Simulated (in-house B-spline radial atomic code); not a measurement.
# Excited states and polarisability of Ca¹⁰⁺ by several methods

How far do the methods of linear response differ for Ca¹⁰⁺? Each gives excitation energies, polarisability and C6.

Program: in-house B-spline radial atomic code version 1. Level of theory: linear response of a closed shell, each method with its own adiabatic kernel; spin-free one-electron X2C, finite nucleus; B-spline basis; no spin-orbit coupling, no double excitations; only terms of natural parity, (−1)^L, with L up to 3 are computed. These are calculated values, not measurements, unless marked.

## (1) What is computed

| Item | Value |
| --- | --- |
| element | calcium (Z = 20) |
| charge | +10 |
| configuration | [He] 2s2 2p6 |
| runs | TDHF; BSE on G0W0@HF; LDA (VWN5); PBE; PBE0; B3LYP; CAM-B3LYP; LC-ωPBE; ωB97X; HSE06; BHandHLYP; BLYP; PBEsol; BP86; exchange-only LDA; B97-1; RPBE; OLYP |

Outer shells as boxes (Hund's rule):

Ca¹⁰⁺
```
[He] core
2s [↑↓]
2p [↑↓][↑↓][↑↓]
```

Rows of excitations, here in order of energy, give L, multiplicity, 0 for full response or 1 for Tamm-Dancoff, hole, particle, weight of that channel, energy (hartree) and multipole strength; threshold is minus the highest occupied level of the method. polarisability lists the dipole (1), quadrupole (2) and octupole (3) values; f_sum adds the dipole strengths of the shells that respond, at most the outer three principal shells; real and imaginary give α at real and imaginary frequencies.

## (2) TDHF

The run's settings:

```ini
Z = 20
electrons = 10.0
configuration = [He] 2s2 2p6
hamiltonian = x2c
method = hf
box_radius = 9.77
rms_radius = 3.4776
intervals = 70
```

Launch:

```sh
$ python run_td.py task.json out
```

task.json lists these runs, among others, and the program works through them in turn.

The program writes no log. Results of the run, from its result record (rounded, main fields):

```text
{
  "status": "converged",
  "c6 [hartree bohr^6]": 0.005904327,
  "f_sum": 9.93679,
  "imaginary [hartree, bohr^3]": {
    "u": [0.0, 1.09, 2.55, 4.38, 7.3, 10.9, 16.4, 25.5, 36.5, 54.7, 91.2, 182.0],
    "alpha": [0.0210895, 0.0210002, 0.0206113, 0.0197462, 0.0177801, 0.0150087, 0.0112085, 0.00700697, 0.00430189, 0.00227756, 0.000938554, 0.000263409]
  },
  "real [hartree, bohr^3]": {"omega": [1.29, 3.24, 5.18, 7.12, 9.06, 10.4, 11.6], "alpha": [0.021216, 0.021918, 0.0233688, 0.0259468, 0.0306073, 0.0364618, 0.0467323]},
  "excitations": [
    [1, 3, 0, "2p", "3s", 0.997, 12.8564, 0.0],
    [1, 3, 1, "2p", "3s", 0.998, 12.8584, 0.0],
    [1, 1, 0, "2p", "3s", 0.998, 12.9436, 0.23856],
    [1, 1, 1, "2p", "3s", 0.998, 12.9446, 0.23648],
    [0, 3, 0, "2p", "3p", 0.986, 13.4966, 0.0],
    [0, 3, 1, "2p", "3p", 0.987, 13.501, 0.0],
    [2, 3, 0, "2p", "3p", 0.999, 13.647, 0.0],
    [2, 3, 1, "2p", "3p", 0.999, 13.6491, 0.0],
    [2, 1, 0, "2p", "3p", 0.999, 13.7164, 0.18247],
    [2, 1, 1, "2p", "3p", 0.999, 13.717, 0.18117],
    [0, 1, 0, "2p", "3p", 0.998, 14.1931, 0.0],
    [0, 1, 1, "2p", "3p", 0.999, 14.2198, 0.0],
    [1, 3, 0, "2p", "3d", 0.995, 14.6556, 0.0],
    [1, 3, 1, "2p", "3d", 0.995, 14.6561, 0.0],
    [3, 3, 0, "2p", "3d", 0.999, 14.7104, 0.0],
    [3, 3, 1, "2p", "3d", 0.999, 14.7125, 0.0],
    [3, 1, 0, "2p", "3d", 1.0, 14.7796, 0.14831],
    [3, 1, 1, "2p", "3d", 1.0, 14.78, 0.14796],
    [1, 1, 0, "2p", "3d", 0.993, 15.0169, 2.3558],
    [1, 1, 1, "2p", "3d", 0.993, 15.0269, 2.4543],
    "... 76 more rows left out ..."
  ],
  "polarisability [au]": {"1": 0.02108951, "2": 0.004564568, "3": 0.001533227},
  "threshold [hartree]": 21.84218,
  "highest [hartree]": ["2p", -21.84218],
  "lowest_empty [hartree]": -7.743212,
  "responding_from_n": 1,
  "orbital_gaps [hartree]": {"2p-3s": 14.09897, "2p-3p": 14.90981, "2p-3d": 16.00404, "2p-4f": 18.71143}
}
```

Wall time 0.4 s (1 thread of Intel Xeon Platinum 8559C (Emerald Rapids), shared host); peak memory 0.11 GiB.

The first dipole-allowed state is 2p→3s ¹P, 352.21 eV (f = 0.239). α = 0.02109 bohr³.

The states in eV; those that feel the box are left out:

| state | weight | full (eV) | Tamm-Dancoff (eV) | f |
| --- | --- | --- | --- | --- |
| 2p→3s ³P | 1.00 | 349.84 | 349.89 | - |
| 2p→3s ¹P | 1.00 | 352.21 | 352.24 | 0.239 |
| 2p→3p ³S | 0.99 | 367.26 | 367.38 | - |
| 2p→3p ³D | 1.00 | 371.35 | 371.41 | - |
| 2p→3p ¹D | 1.00 | 373.24 | 373.26 | - |
| 2p→3p ¹S | 1.00 | 386.21 | 386.94 | - |
| 2p→3d ³P | 0.99 | 398.80 | 398.81 | - |
| 2p→3d ³F | 1.00 | 400.29 | 400.35 | - |
| 2p→3d ¹F | 1.00 | 402.17 | 402.19 | - |
| 2p→3d ¹P | 0.99 | 408.63 | 408.90 | 2.36 |
| 2s→3s ³S | 0.98 | 439.49 | 439.52 | - |
| 2s→3s ¹S | 0.99 | 443.54 | 443.71 | - |
| 2s→3p ³P | 0.94 | 460.80 | 460.84 | - |
| 2s→3p ¹P | 0.98 | 462.93 | 462.96 | 0.291 |

## (3) BSE on G0W0@HF

The settings differ from step 2 so:

```diff
@@ -4,3 +4,3 @@
 hamiltonian = x2c
-method = hf
+method = bse
 box_radius = 9.77
```

Main fields:

```text
{
  "status": "converged",
  "c6 [hartree bohr^6]": 0.005883318,
  "f_sum": 9.97061,
  "excitations": [
    [1, 3, 0, "2p", "3s", 0.998, 12.8155, 0.0],
    [1, 3, 1, "2p", "3s", 0.998, 12.8168, 0.0],
    [1, 1, 0, "2p", "3s", 0.998, 12.8995, 0.22935],
    [1, 1, 1, "2p", "3s", 0.998, 12.9004, 0.22765],
    [0, 3, 0, "2p", "3p", 0.989, 13.4772, 0.0],
    [0, 3, 1, "2p", "3p", 0.989, 13.4802, 0.0],
    [2, 3, 0, "2p", "3p", 0.999, 13.6103, 0.0],
    [2, 3, 1, "2p", "3p", 0.999, 13.6116, 0.0],
    "... 88 more rows left out ..."
  ],
  "polarisability [au]": {"1": 0.02104771, "2": 0.004559742, "3": 0.001533979},
  "threshold [hartree]": 21.78883,
  "highest [hartree]": ["2p", -21.84218],
  "lowest_empty [hartree]": -7.743212,
  "orbital_gaps [hartree]": {"2p-3s": 14.09897, "2p-3p": 14.90981, "2p-3d": 16.00404, "2p-4f": 18.71143}
}
```

It took 2.4 s on 1 thread of Intel Xeon Platinum 8559C (Emerald Rapids), shared host; peak memory 0.13 GiB.

The first dipole-allowed state is 2p→3s ¹P, 351.01 eV (f = 0.229). α = 0.02105 bohr³.

## (4) LDA (VWN5)

The settings differ from step 3 so:

```diff
@@ -4,3 +4,3 @@
 hamiltonian = x2c
-method = bse
+method = lda,vwn
 box_radius = 9.77
```

Main fields:

```text
{
  "status": "converged",
  "c6 [hartree bohr^6]": 0.006112519,
  "f_sum": 9.93704,
  "excitations": [
    [1, 3, 0, "2p", "3s", 1.0, 12.4434, 0.0],
    [1, 3, 1, "2p", "3s", 1.0, 12.4438, 0.0],
    [1, 1, 0, "2p", "3s", 0.999, 12.5118, 0.1969],
    [1, 1, 1, "2p", "3s", 0.999, 12.513, 0.1941],
    [0, 3, 0, "2p", "3p", 0.999, 13.1435, 0.0],
    [0, 3, 1, "2p", "3p", 0.999, 13.1449, 0.0],
    [2, 3, 0, "2p", "3p", 1.0, 13.2148, 0.0],
    [2, 3, 1, "2p", "3p", 1.0, 13.2152, 0.0],
    "... 88 more rows left out ..."
  ],
  "polarisability [au]": {"1": 0.02164409, "2": 0.004802828, "3": 0.00163854},
  "threshold [hartree]": 20.56417,
  "highest [hartree]": ["2p", -20.56417],
  "lowest_empty [hartree]": -8.084906,
  "orbital_gaps [hartree]": {"2p-3s": 12.47927, "2p-3p": 13.26017, "2p-3d": 14.32106, "2p-4f": 17.36181}
}
```

It took 0.2 s on 1 thread of Intel Xeon Platinum 8559C (Emerald Rapids), shared host; peak memory 0.13 GiB.

Lowest ¹P state: 2p→3s ¹P at 340.46 eV, oscillator strength 0.197. α = 0.02164 bohr³.

## (5) PBE

The settings differ from step 4 so:

```diff
@@ -4,3 +4,3 @@
 hamiltonian = x2c
-method = lda,vwn
+method = pbe,pbe
 box_radius = 9.77
```

Main fields:

```text
{
  "status": "converged",
  "c6 [hartree bohr^6]": 0.00608981,
  "f_sum": 9.9368,
  "excitations": [
    [1, 3, 0, "2p", "3s", 1.0, 12.3949, 0.0],
    [1, 3, 1, "2p", "3s", 1.0, 12.3954, 0.0],
    [1, 1, 0, "2p", "3s", 0.999, 12.4695, 0.1911],
    [1, 1, 1, "2p", "3s", 0.999, 12.4707, 0.18867],
    [0, 3, 0, "2p", "3p", 0.999, 13.1113, 0.0],
    [0, 3, 1, "2p", "3p", 0.999, 13.1128, 0.0],
    [2, 3, 0, "2p", "3p", 1.0, 13.1725, 0.0],
    [2, 3, 1, "2p", "3p", 1.0, 13.1731, 0.0],
    [2, 1, 0, "2p", "3p", 1.0, 13.2343, 0.16385],
    [2, 1, 1, "2p", "3p", 1.0, 13.2344, 0.16321],
    [0, 1, 0, "2p", "3p", 0.977, 13.673, 0.0],
    [0, 1, 1, "2p", "3p", 0.978, 13.6991, 0.0],
    [1, 3, 0, "2p", "3d", 1.0, 14.2188, 0.0],
    [1, 3, 1, "2p", "3d", 1.0, 14.2194, 0.0],
    [3, 3, 0, "2p", "3d", 1.0, 14.2355, 0.0],
    [3, 3, 1, "2p", "3d", 1.0, 14.2363, 0.0],
    "... 80 more rows left out ..."
  ],
  "polarisability [au]": {"1": 0.02159372, "2": 0.004787058, "3": 0.001638062},
  "threshold [hartree]": 20.57745,
  "highest [hartree]": ["2p", -20.57745],
  "lowest_empty [hartree]": -8.144359,
  "orbital_gaps [hartree]": {"2p-3s": 12.43309, "2p-3p": 13.22827, "2p-3d": 14.30106, "2p-4f": 17.35709}
}
```

It took 0.2 s on 1 thread of Intel Xeon Platinum 8559C (Emerald Rapids), shared host; peak memory 0.13 GiB.

The first dipole-allowed state is 2p→3s ¹P, 339.31 eV (f = 0.191). α = 0.02159 bohr³.

## (6) PBE0

The settings differ from step 5 so:

```diff
@@ -4,3 +4,3 @@
 hamiltonian = x2c
-method = pbe,pbe
+method = pbe0
 box_radius = 9.77
```

Main fields:

```text
{
  "status": "converged",
  "c6 [hartree bohr^6]": 0.006038552,
  "f_sum": 9.9368,
  "excitations": [
    [1, 3, 0, "2p", "3s", 0.999, 12.5247, 0.0],
    [1, 3, 1, "2p", "3s", 1.0, 12.5253, 0.0],
    [1, 1, 0, "2p", "3s", 0.999, 12.6015, 0.20294],
    [1, 1, 1, "2p", "3s", 0.999, 12.6025, 0.20051],
    [0, 3, 0, "2p", "3p", 0.997, 13.2267, 0.0],
    [0, 3, 1, "2p", "3p", 0.997, 13.2288, 0.0],
    [2, 3, 0, "2p", "3p", 1.0, 13.3057, 0.0],
    [2, 3, 1, "2p", "3p", 1.0, 13.3065, 0.0],
    [2, 1, 0, "2p", "3p", 1.0, 13.3688, 0.16871],
    [2, 1, 1, "2p", "3p", 1.0, 13.3689, 0.16788],
    [0, 1, 0, "2p", "3p", 0.986, 13.8215, 0.0],
    [0, 1, 1, "2p", "3p", 0.987, 13.8478, 0.0],
    [1, 3, 0, "2p", "3d", 0.999, 14.3426, 0.0],
    [1, 3, 1, "2p", "3d", 0.999, 14.3432, 0.0],
    [3, 3, 0, "2p", "3d", 1.0, 14.3675, 0.0],
    [3, 3, 1, "2p", "3d", 1.0, 14.3686, 0.0],
    "... 80 more rows left out ..."
  ],
  "polarisability [au]": {"1": 0.02145382, "2": 0.004723098, "3": 0.001606994},
  "threshold [hartree]": 20.90794,
  "highest [hartree]": ["2p", -20.90794],
  "lowest_empty [hartree]": -8.042895,
  "orbital_gaps [hartree]": {"2p-3s": 12.86505, "2p-3p": 13.66524, "2p-3d": 14.7422, "2p-4f": 17.71204}
}
```

Run time: 0.3 s. Hardware: 1 thread of Intel Xeon Platinum 8559C (Emerald Rapids), shared host; peak memory 0.13 GiB.

The first dipole-allowed state is 2p→3s ¹P, 342.90 eV (f = 0.203). α = 0.02145 bohr³.

## (7) B3LYP

The settings differ from step 6 so:

```diff
@@ -4,3 +4,3 @@
 hamiltonian = x2c
-method = pbe0
+method = b3lyp
 box_radius = 9.77
```

Main fields:

```text
{
  "status": "converged",
  "c6 [hartree bohr^6]": 0.006048034,
  "f_sum": 9.9368,
  "excitations": [
    [1, 3, 0, "2p", "3s", 0.999, 12.3794, 0.0],
    [1, 3, 1, "2p", "3s", 1.0, 12.3801, 0.0],
    [1, 1, 0, "2p", "3s", 0.999, 12.4785, 0.18048],
    [1, 1, 1, "2p", "3s", 1.0, 12.4798, 0.17862],
    [0, 3, 0, "2p", "3p", 0.997, 13.0801, 0.0],
    [0, 3, 1, "2p", "3p", 0.997, 13.0823, 0.0],
    [2, 3, 0, "2p", "3p", 1.0, 13.1572, 0.0],
    [2, 3, 1, "2p", "3p", 1.0, 13.158, 0.0],
    [2, 1, 0, "2p", "3p", 1.0, 13.2477, 0.16027],
    [2, 1, 1, "2p", "3p", 1.0, 13.248, 0.16018],
    [0, 1, 0, "2p", "3p", 0.98, 13.7153, 0.0],
    [0, 1, 1, "2p", "3p", 0.98, 13.7416, 0.0],
    "... 84 more rows left out ..."
  ],
  "polarisability [au]": {"1": 0.02148504, "2": 0.004746414, "3": 0.001621679},
  "threshold [hartree]": 20.85282,
  "highest [hartree]": ["2p", -20.85282],
  "lowest_empty [hartree]": -8.193757,
  "orbital_gaps [hartree]": {"2p-3s": 12.65906, "2p-3p": 13.45556, "2p-3d": 14.55609, "2p-4f": 17.53604}
}
```

It took 0.3 s on 1 thread of Intel Xeon Platinum 8559C (Emerald Rapids), shared host; peak memory 0.13 GiB.

The first dipole-allowed state is 2p→3s ¹P, 339.56 eV (f = 0.180). α = 0.02149 bohr³.

## (8) CAM-B3LYP

The settings differ from step 7 so:

```diff
@@ -4,3 +4,3 @@
 hamiltonian = x2c
-method = b3lyp
+method = camb3lyp
 box_radius = 9.77
```

Main fields:

```text
{
  "status": "converged",
  "c6 [hartree bohr^6]": 0.006048573,
  "f_sum": 9.93678,
  "excitations": [
    [1, 3, 0, "2p", "3s", 0.999, 12.3668, 0.0],
    [1, 3, 1, "2p", "3s", 1.0, 12.3675, 0.0],
    [1, 1, 0, "2p", "3s", 0.999, 12.4658, 0.1791],
    [1, 1, 1, "2p", "3s", 1.0, 12.4671, 0.17726],
    [0, 3, 0, "2p", "3p", 0.997, 13.0679, 0.0],
    [0, 3, 1, "2p", "3p", 0.998, 13.0701, 0.0],
    [2, 3, 0, "2p", "3p", 1.0, 13.1451, 0.0],
    [2, 3, 1, "2p", "3p", 1.0, 13.1459, 0.0],
    [2, 1, 0, "2p", "3p", 1.0, 13.2356, 0.15938],
    [2, 1, 1, "2p", "3p", 1.0, 13.2358, 0.15936],
    [0, 1, 0, "2p", "3p", 0.98, 13.7006, 0.0],
    [0, 1, 1, "2p", "3p", 0.981, 13.7269, 0.0],
    "... 84 more rows left out ..."
  ],
  "polarisability [au]": {"1": 0.02148778, "2": 0.004747093, "3": 0.001622156},
  "threshold [hartree]": 20.92129,
  "highest [hartree]": ["2p", -20.92129],
  "lowest_empty [hartree]": -8.123153,
  "orbital_gaps [hartree]": {"2p-3s": 12.79813, "2p-3p": 13.59403, "2p-3d": 14.6959, "2p-4f": 17.64301}
}
```

It took 0.4 s on 1 thread of Intel Xeon Platinum 8559C (Emerald Rapids), shared host; peak memory 0.13 GiB.

The first dipole-allowed state is 2p→3s ¹P, 339.21 eV (f = 0.179). α = 0.02149 bohr³.

## (9) LC-ωPBE

The settings differ from step 8 so:

```diff
@@ -4,3 +4,3 @@
 hamiltonian = x2c
-method = camb3lyp
+method = lc_wpbe
 box_radius = 9.77
```

Main fields:

```text
{
  "status": "converged",
  "c6 [hartree bohr^6]": 0.006096697,
  "f_sum": 9.9368,
  "excitations": [
    [1, 3, 0, "2p", "3s", 1.0, 12.3686, 0.0],
    [1, 3, 1, "2p", "3s", 1.0, 12.3691, 0.0],
    [1, 1, 0, "2p", "3s", 0.999, 12.4425, 0.18791],
    [1, 1, 1, "2p", "3s", 0.999, 12.4438, 0.18553],
    [0, 3, 0, "2p", "3p", 0.999, 13.0912, 0.0],
    [0, 3, 1, "2p", "3p", 0.999, 13.0927, 0.0],
    [2, 3, 0, "2p", "3p", 1.0, 13.1468, 0.0],
    [2, 3, 1, "2p", "3p", 1.0, 13.1473, 0.0],
    [2, 1, 0, "2p", "3p", 1.0, 13.2075, 0.16223],
    [2, 1, 1, "2p", "3p", 1.0, 13.2077, 0.16168],
    [0, 1, 0, "2p", "3p", 0.979, 13.6458, 0.0],
    [0, 1, 1, "2p", "3p", 0.979, 13.6718, 0.0],
    [1, 3, 0, "2p", "3d", 1.0, 14.1964, 0.0],
    [1, 3, 1, "2p", "3d", 1.0, 14.197, 0.0],
    [3, 3, 0, "2p", "3d", 1.0, 14.2115, 0.0],
    [3, 3, 1, "2p", "3d", 1.0, 14.2123, 0.0],
    "... 80 more rows left out ..."
  ],
  "polarisability [au]": {"1": 0.02161135, "2": 0.004793404, "3": 0.001642623},
  "threshold [hartree]": 20.79661,
  "highest [hartree]": ["2p", -20.79661],
  "lowest_empty [hartree]": -7.966907,
  "orbital_gaps [hartree]": {"2p-3s": 12.8297, "2p-3p": 13.62294, "2p-3d": 14.70004, "2p-4f": 17.63592}
}
```

It took 0.3 s on 1 thread of Intel Xeon Platinum 8559C (Emerald Rapids), shared host; peak memory 0.13 GiB.

Lowest ¹P state: 2p→3s ¹P at 338.58 eV, oscillator strength 0.188. α = 0.02161 bohr³.

## (10) ωB97X

The settings differ from step 9 so:

```diff
@@ -4,3 +4,3 @@
 hamiltonian = x2c
-method = lc_wpbe
+method = wb97x
 box_radius = 9.77
```

Main fields:

```text
{
  "status": "converged",
  "c6 [hartree bohr^6]": 0.006021581,
  "f_sum": 9.93677,
  "excitations": [
    [1, 3, 0, "2p", "3s", 0.999, 12.6007, 0.0],
    [1, 3, 1, "2p", "3s", 1.0, 12.6024, 0.0],
    [1, 1, 0, "2p", "3s", 0.998, 12.6689, 0.20749],
    [1, 1, 1, "2p", "3s", 0.999, 12.6708, 0.20186],
    [0, 3, 0, "2p", "3p", 0.997, 13.2998, 0.0],
    [0, 3, 1, "2p", "3p", 0.998, 13.3049, 0.0],
    [2, 3, 0, "2p", "3p", 1.0, 13.3685, 0.0],
    [2, 3, 1, "2p", "3p", 1.0, 13.3705, 0.0],
    "... 88 more rows left out ..."
  ],
  "polarisability [au]": {"1": 0.02139891, "2": 0.004686867, "3": 0.001580575},
  "threshold [hartree]": 20.92491,
  "highest [hartree]": ["2p", -20.92491],
  "lowest_empty [hartree]": -7.820207,
  "orbital_gaps [hartree]": {"2p-3s": 13.1047, "2p-3p": 13.89322, "2p-3d": 14.9622, "2p-4f": 17.78546}
}
```

It took 0.4 s on 1 thread of Intel Xeon Platinum 8559C (Emerald Rapids), shared host; peak memory 0.13 GiB.

The first dipole-allowed state is 2p→3s ¹P, 344.74 eV (f = 0.207). α = 0.02140 bohr³.

## (11) HSE06

The settings differ from step 10 so:

```diff
@@ -4,3 +4,3 @@
 hamiltonian = x2c
-method = wb97x
+method = hse06
 box_radius = 9.77
```

Main fields:

```text
{
  "status": "converged",
  "c6 [hartree bohr^6]": 0.006042752,
  "f_sum": 9.93679,
  "excitations": [
    [1, 3, 0, "2p", "3s", 0.999, 12.5205, 0.0],
    [1, 3, 1, "2p", "3s", 1.0, 12.5212, 0.0],
    [1, 1, 0, "2p", "3s", 0.999, 12.5975, 0.20319],
    [1, 1, 1, "2p", "3s", 0.999, 12.5985, 0.20077],
    [0, 3, 0, "2p", "3p", 0.997, 13.2244, 0.0],
    [0, 3, 1, "2p", "3p", 0.997, 13.2265, 0.0],
    [2, 3, 0, "2p", "3p", 1.0, 13.3028, 0.0],
    [2, 3, 1, "2p", "3p", 1.0, 13.3036, 0.0],
    "... 88 more rows left out ..."
  ],
  "polarisability [au]": {"1": 0.0214647, "2": 0.004726499, "3": 0.001608834},
  "threshold [hartree]": 20.88818,
  "highest [hartree]": ["2p", -20.88818],
  "lowest_empty [hartree]": -8.057617,
  "orbital_gaps [hartree]": {"2p-3s": 12.83056, "2p-3p": 13.63137, "2p-3d": 14.70771, "2p-4f": 17.685}
}
```

Wall time 0.4 s (1 thread of Intel Xeon Platinum 8559C (Emerald Rapids), shared host); peak memory 0.13 GiB.

Lowest ¹P state: 2p→3s ¹P at 342.79 eV, oscillator strength 0.203. α = 0.02146 bohr³.

## (12) BHandHLYP

The settings differ from step 11 so:

```diff
@@ -4,3 +4,3 @@
 hamiltonian = x2c
-method = hse06
+method = bhandhlyp
 box_radius = 9.77
```

Main fields:

```text
{
  "status": "converged",
  "c6 [hartree bohr^6]": 0.005991439,
  "f_sum": 9.93678,
  "excitations": [
    [1, 3, 0, "2p", "3s", 0.999, 12.4833, 0.0],
    [1, 3, 1, "2p", "3s", 0.999, 12.4843, 0.0],
    [1, 1, 0, "2p", "3s", 0.999, 12.5932, 0.18732],
    [1, 1, 1, "2p", "3s", 1.0, 12.5944, 0.18576],
    [0, 3, 0, "2p", "3p", 0.994, 13.165, 0.0],
    [0, 3, 1, "2p", "3p", 0.994, 13.1681, 0.0],
    [2, 3, 0, "2p", "3p", 1.0, 13.2677, 0.0],
    [2, 3, 1, "2p", "3p", 1.0, 13.269, 0.0],
    [2, 1, 0, "2p", "3p", 1.0, 13.3696, 0.16373],
    [2, 1, 1, "2p", "3p", 1.0, 13.37, 0.16374],
    [0, 1, 0, "2p", "3p", 0.988, 13.857, 0.0],
    [0, 1, 1, "2p", "3p", 0.989, 13.8841, 0.0],
    "... 84 more rows left out ..."
  ],
  "polarisability [au]": {"1": 0.02133199, "2": 0.004677822, "3": 0.001590564},
  "threshold [hartree]": 21.23942,
  "highest [hartree]": ["2p", -21.23942],
  "lowest_empty [hartree]": -8.118958,
  "orbital_gaps [hartree]": {"2p-3s": 13.12047, "2p-3p": 13.92444, "2p-3d": 15.03769, "2p-4f": 17.93531}
}
```

Wall time 0.3 s (1 thread of Intel Xeon Platinum 8559C (Emerald Rapids), shared host); peak memory 0.13 GiB.

Lowest ¹P state: 2p→3s ¹P at 342.68 eV, oscillator strength 0.187. α = 0.02133 bohr³.

[end of part 1 of 2]
